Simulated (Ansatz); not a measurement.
Consider vertical energies of changing the electron count of BClF₂, SMILES FB(F)Cl (Ansatz 0.2.0, Python API).

`ip_bclf2.py`:
```python
import ansatz
from ase import Atoms


def total_energy(molecule, charge=0, unpaired=0):
    calc = molecule.calculation().basis(gaussian="def2-SVPD").functional("cam_b3lyp")
    if charge:
        calc = calc.charge(charge)
    if unpaired:
        calc = calc.spin("collinear", total=unpaired)
    report = calc.run(threads=1).report
    if report["published_state_doubts"]:
        print("  doubts:", report["published_state_doubts"])
    return report["free_energy_ev"]

atoms = Atoms(["F", "B", "F", "Cl"], positions=[
    (-0.1548, -1.4086, -0.5905),
    (-0.0885, -0.0324, -0.063),
    (-1.1382, 0.956, -0.3517),
    (1.437, 0.4248, 0.9849),
])
system = ansatz.Crystal.molecule_from_ase(atoms)

parent = total_energy(system, 0, 0)
cation = total_energy(system, 1, 1)
print(f"E(N)   = {parent:.5f} eV")
print(f"E(N-1) = {cation:.5f} eV  (1 unpaired)")
print(f"vertical ionisation energy {cation - parent:.3f} eV")
anion = total_energy(system, -1, 1)
print(f"E(N+1) = {anion:.5f} eV  (1 unpaired)")
print(f"vertical electron affinity {parent - anion:.3f} eV" + ("" if anion < parent else " (unbound in this basis)"))
print(f"fundamental gap IP - EA = {cation + anion - 2 * parent:.3f} eV")
```

What does it cost to change the electron count at this fixed geometry?

At this unrelaxed geometry removing an electron costs 13.04 eV and an added one is unbound in this basis (by 0.23 eV).

The output:

`python ip_bclf2.py` gives:
```text
E(N)   = -18626.41358 eV
E(N-1) = -18613.37128 eV  (1 unpaired)
vertical ionisation energy 13.042 eV
E(N+1) = -18626.18027 eV  (1 unpaired)
vertical electron affinity -0.233 eV (unbound in this basis)
fundamental gap IP - EA = 13.276 eV
```

Reading the output:
- These settings explore the input space; basis and method may be short of convergence.
- The geometry is a force-field or estimated start, not a minimum of this method, and the basis set is short of its limit. All parts are taken at fixed geometry, without zero-point energy. At an unrelaxed start these energies can be a whole eV from those at the minimum, and a small affinity can change sign.
- A negative electron affinity means that the anion is unbound here; its size hangs on the basis and tends to about zero as the basis grows, and so does its part in any gap built on it.
- Hardware and time: 7.7 s on 1 thread of AMD EPYC 9R45 96-Core Processor (Zen 5), on a shared host, peak memory 0.4 GiB.

(Lines on the test bed's own set-up are left out of the output.)
